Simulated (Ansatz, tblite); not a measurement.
**Ge(GeH3)H3 (Ge₂H₆): one state, many levels**

How do method and basis change the picture of Ge(GeH3)H3 (Ge₂H₆) (singlet)?

Program: Ansatz 0.2.0, Gaussian basis. Level of theory: as each input shows. These are calculated values, not measurements.

Plan: GFN1-xTB, GFN2-xTB, PBE-D4/def2-TZVP, r2SCAN-D4/def2-TZVP, LC-ωPBE/def2-TZVP, HSE06-D4/def2-TZVP, r2SCAN0-D4/def2-TZVP, B2PLYP/def2-TZVP, B3LYP-D4/def2-TZVP, LDA/def2-TZVP, r2SCANh-D4/def2-TZVP, LC-ωPBE(0.10)/def2-TZVP, LC-ωPBE(0.15)/def2-TZVP, LC-ωPBE(0.20)/def2-TZVP, LC-ωPBE(0.30)/def2-TZVP, PBE-D4/def2-SVP, PBE0-D4/def2-SVP, HF/6-31G, B3LYP-D4/6-31G, PBE0-D4/def2-TZVPD, PBE-D4/def2-TZVPD, r2SCAN-D4/def2-TZVPD, CCSD(T)/def2-TZVPP, MP2/def2-TZVP, RPA/def2-TZVP.

**1. The geometry**

The geometry is that of the singlet, from an earlier relaxation (PBE0-D4/def2-TZVP).

8 atoms, charge 0, spin multiplicity 1.

Bond lengths: Ge1–Ge2 2.421 Å, Ge1–H6 1.537 Å, Ge1–H7 1.537 Å, Ge1–H8 1.537 Å, Ge2–H3 1.537 Å, Ge2–H4 1.537 Å, Ge2–H5 1.537 Å. Angles: Ge2–Ge1–H6 110.3°, Ge2–Ge1–H7 110.3°, Ge2–Ge1–H8 110.3°, H6–Ge1–H7 108.6°, H6–Ge1–H8 108.6°, H7–Ge1–H8 108.6°, Ge1–Ge2–H3 110.4°, Ge1–Ge2–H4 110.3°, Ge1–Ge2–H5 110.4°, H3–Ge2–H4 108.6°, H3–Ge2–H5 108.6°, H4–Ge2–H5 108.6°.

PBE0-D4/def2-TZVP was run before; its log isn't repeated, and its numbers join the tables.

**2. GFN1-xTB**

Tight binding, by tblite at 300 K electronic temperature and without a spin-polarisation term:

```python
tblite.interface.Calculator('GFN1-xTB', numbers, positions, charge=0, uhf=0).singlepoint()
```

Energy -178.5573 eV, HOMO -11.95 eV, LUMO -7.96 eV; 0.011 s.

**3. GFN2-xTB**

Tight binding, by tblite at 300 K electronic temperature and without a spin-polarisation term:

```python
tblite.interface.Calculator('GFN2-xTB', numbers, positions, charge=0, uhf=0).singlepoint()
```

Energy -187.6817 eV, HOMO -10.83 eV, LUMO -4.55 eV; 0.005 s.

**4. PBE-D4/def2-TZVP**

start.molden holds the orbitals of an earlier run on this state, given as this run's starting guess.

in.yaml reads:

```yaml
crystal:
  periodic: [false, false, false]
  atoms:
    - {symbol: Ge, position_ang: [-0.003237, 0.007520, -1.210292]}
    - {symbol: Ge, position_ang: [0.003106, -0.007169, 1.210291]}
    - {symbol: H, position_ang: [0.831091, 1.169599, 1.749712]}
    - {symbol: H, position_ang: [0.613727, -1.316634, 1.733434]}
    - {symbol: H, position_ang: [-1.430737, 0.114683, 1.749355]}
    - {symbol: H, position_ang: [1.435909, -0.021004, -1.748265]}
    - {symbol: H, position_ang: [-0.697522, 1.274070, -1.734697]}
    - {symbol: H, position_ang: [-0.752336, -1.221066, -1.749527]}
basis:
  gaussian: {orbitals: def2-TZVP, initial_orbitals: start.molden}
hamiltonian: {xc: pbe, dispersion: d4}
scf: {omitted_lower_state_checks: [starts]}
output: {orbitals: {seedname: orbitals}}
```

Started as:

```console
> ansatz run in.yaml --threads 4 --pin off --events-out ev --progress --plain --max-ram 3916MiB
```

After this run come: r2SCAN-D4/def2-TZVP; LC-ωPBE/def2-TZVP; HSE06-D4/def2-TZVP; r2SCAN0-D4/def2-TZVP; B2PLYP/def2-TZVP; B3LYP-D4/def2-TZVP; LDA/def2-TZVP; r2SCANh-D4/def2-TZVP; LC-ωPBE(0.10)/def2-TZVP; LC-ωPBE(0.15)/def2-TZVP; LC-ωPBE(0.20)/def2-TZVP; LC-ωPBE(0.30)/def2-TZVP; PBE-D4/def2-SVP; PBE0-D4/def2-SVP; HF/6-31G; B3LYP-D4/6-31G; PBE0-D4/def2-TZVPD; PBE-D4/def2-TZVPD; r2SCAN-D4/def2-TZVPD; CCSD(T)/def2-TZVPP; MP2/def2-TZVP; RPA/def2-TZVP.

Before running them: what should the planned runs give, taken together? Wanted: gap in def2-TZVP, named functionals, smallest and largest; gap over the ω; correlation energy, CCSD(T)/def2-TZVPP; correlation energy, MP2/def2-TZVP; binding an atom, CCSD(T)/def2-TZVPP; PBE0 total energy, smallest basis above largest.

The runs gave:

```
                                                 quantity                              value
gap in def2-TZVP, named functionals, smallest and largest  6.50 eV (LDA), 13.22 eV (LC-ωPBE)
                                  gap over the ω (1/bohr)    9.41 eV at 0.1, 13.22 eV at 0.4
                   correlation energy, CCSD(T)/def2-TZVPP                          -15.91 eV
                        correlation energy, MP2/def2-TZVP                          -14.08 eV
                      binding an atom, CCSD(T)/def2-TZVPP                           2.629 eV
          PBE0 total energy, smallest basis above largest    14.30 eV (def2-SVP, def2-TZVPD)
```

What this shows: Over the named functionals in def2-TZVP the gap runs from 6.50 eV (LDA) to 13.22 eV (LC-ωPBE); exact exchange widens it. Raising the ω (1/bohr) from 0.1 to 0.4 moves the HOMO by -2.19 eV and the LUMO by +1.61 eV. A small miss in a minimal or small basis is a cancelling of errors, not accuracy. The functionals in def2-TZVP miss CCSD(T)/def2-TZVPP by -0.051 (PBE-D4) to +0.299 eV (LDA) an atom. The reference is CCSD(T) in one finite basis, so it carries an error of its own, often a tenth of an eV or more, and near misses can't be ranked.
